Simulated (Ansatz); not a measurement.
# Ga2H3F: how energies converge with the basis set

The task here is to estimate one member of a computed series from the others.

Method: one geometry, several basis sets; program: Ansatz 0.2.0, Gaussian basis.

Plan: PBE0-D4/def2-SVP; ωB97M-V/def2-SVP; PBE0-D4/def2-QZVPP; ωB97M-V/def2-QZVPP; the functionals' def2-TZVPP values are taken from earlier runs.

## The relaxed structure

The geometry comes from an earlier relaxation with PBE0-D4 in a triple-zeta def2 set; it is a stationary point.

SMILES `[F][GaH][GaH2]`, 6 atoms, charge 0, spin multiplicity 1.

Atoms are counted from 1 here; the program's logs count them from 0.

Bond lengths: F1–Ga2 1.773 Å, Ga2–Ga3 2.469 Å, Ga2–H4 1.572 Å, Ga3–H5 1.572 Å, Ga3–H6 1.572 Å. Angles: F1–Ga2–Ga3 111.3°, F1–Ga2–H4 111.3°, Ga3–Ga2–H4 137.5°, Ga2–Ga3–H5 120.9°, Ga2–Ga3–H6 120.9°, H5–Ga3–H6 118.2°.

Set-up of the first run:

The input, in.yaml:

```yaml
crystal:
  periodic: [false, false, false]
  atoms:
    - {symbol: F, position_ang: [-0.551694, -2.287764, 0.558092]}
    - {symbol: Ga, position_ang: [-0.778021, -0.828295, -0.423460]}
    - {symbol: Ga, position_ang: [0.754594, 0.972917, 0.283810]}
    - {symbol: H, position_ang: [-1.899652, -1.036836, -1.504713]}
    - {symbol: H, position_ang: [2.184556, 1.113387, -0.354158]}
    - {symbol: H, position_ang: [0.332318, 2.002591, 1.394229]}
basis:
  gaussian: {orbitals: def2-SVP}
hamiltonian: {xc: pbe0, dispersion: d4}
output: {orbitals: {seedname: orbitals}}
```

Started as:

```console
$ ansatz run in.yaml --threads 2 --pin off --events-out ev --progress --plain --max-ram 4352MiB
```

Among the steps run: PBE0-D4 in def2-SVP; ωB97M-V in def2-SVP; PBE0-D4 in def2-QZVPP; ωB97M-V in def2-QZVPP.

One table of the session follows, with a row left open; its other results are not shown here.

It belongs to the step «Functionals by basis». 

| functional | basis | HOMO (eV) | LUMO (eV) |
| --- | --- | --- | --- |
| PBE0-D4 | def2-SVP | ? | ? |
| PBE0-D4 | def2-TZVPP | -7.44 | -2.40 |
| PBE0-D4 | def2-QZVPP | -7.46 | -2.42 |
| ωB97M-V | def2-SVP | -9.37 | -0.60 |
| ωB97M-V | def2-TZVPP | -9.46 | -0.67 |
| ωB97M-V | def2-QZVPP | -9.48 | -0.77 |

Q: Estimate the row for PBE0-D4, def2-SVP from the others.

The run gave: HOMO (eV): -7.39; LUMO (eV): -2.37. In the column «HOMO (eV)» it is the highest.
